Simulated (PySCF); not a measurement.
# Pivaloyl Chloride (C₅H₉ClO): geometry, spin-spin couplings

Wanted: the spin-spin couplings of Pivaloyl Chloride (C₅H₉ClO) (`CC(C)(C)C(=O)Cl`), by calculation.

Programs: PySCF 2.14.0, with density-fitted response routines of our own. Each step states its level of theory. These are calculated values for one molecule in the gas phase, unless marked as measured. Atoms are numbered from 0 throughout.

## 1. The molecule as given

16 atoms, charge 0, multiplicity 1; geometry from: GFN2-xTB.

Bonds of the start (Å): C0–C1 1.53, C1–C2 1.53, C1–C3 1.53, C1–C4 1.51, C4–O5 1.18, C4–Cl6 1.78, C0–H7 1.09, C0–H8 1.09, C0–H9 1.09, C2–H10 1.09, C2–H11 1.09, C2–H12 1.09, C3–H13 1.09, C3–H14 1.09, C3–H15 1.09.

## 2. Optimising the geometry at PBE0-D3(BJ)/def2-SVP

Job settings and geometry (Å):

```
{"job": {"xc": "PBE0", "basis": "def2-SVP", "d3": "d3bj", "grid": 1, "kind": "geom"}, "charge": 0, "multiplicity": 1}
C      0.176601     1.398604    -0.637805
C     -0.060317     0.040712     0.027560
C     -0.271624    -1.037777    -1.041004
C      1.129620    -0.322498     0.923365
C     -1.302485     0.143805     0.876962
O     -2.005681     1.082492     1.036690
Cl    -1.702463    -1.369531     1.716995
H      0.310204     2.174046     0.111812
H      1.067585     1.352996    -1.258247
H     -0.670787     1.672161    -1.260976
H      0.606077    -1.089718    -1.680130
H     -1.134441    -0.798567    -1.658532
H     -0.427558    -2.010869    -0.584472
H      1.262390     0.425713     1.701710
H      0.980107    -1.291275     1.391576
H      2.035176    -0.361350     0.323085
```

Command:

```
$ OMP_NUM_THREADS=1 python probes_run.py task.json out
```

This one command runs all jobs of the session in turn.

**Question.** This job is followed by: B3LYP/def2-TZVP indirect spin-spin coupling, non-relativistic, gas phase; B3LYP/6-31G* indirect spin-spin coupling, non-relativistic, gas phase. What will the session give for the following? point group; rotational constants (main isotopes); largest coupling of the table (B3LYP/def2-TZVP); range of J(C0,H7), mean over like pairs.

The runs gave:

```
                                       quantity                    value
                                    point group                       Cs
           rotational constants (main isotopes)     2.99, 1.72, 1.44 GHz
largest coupling of the table (B3LYP/def2-TZVP)  ¹J(C,H) C0–H7, 127.6 Hz
        range of J(C0,H7), mean over like pairs        127.6 to 144.8 Hz
```

Over 5 steps the energy fell by 0.042 eV; of the close pairs, C4–Cl6 changed most, 1.776 to 1.804 Å. In the run at B3LYP/def2-TZVP, the largest coupling of the table is C0–H7 (mean over like pairs), 127.6 Hz, of which the Fermi-contact term gives 125.7 Hz. The coupling C0–H7, as a mean over pairs of its kind, runs from 127.6 Hz (B3LYP/def2-TZVP) to 144.8 Hz (B3LYP/6-31G*). Couplings from bases without tight functions are rough.
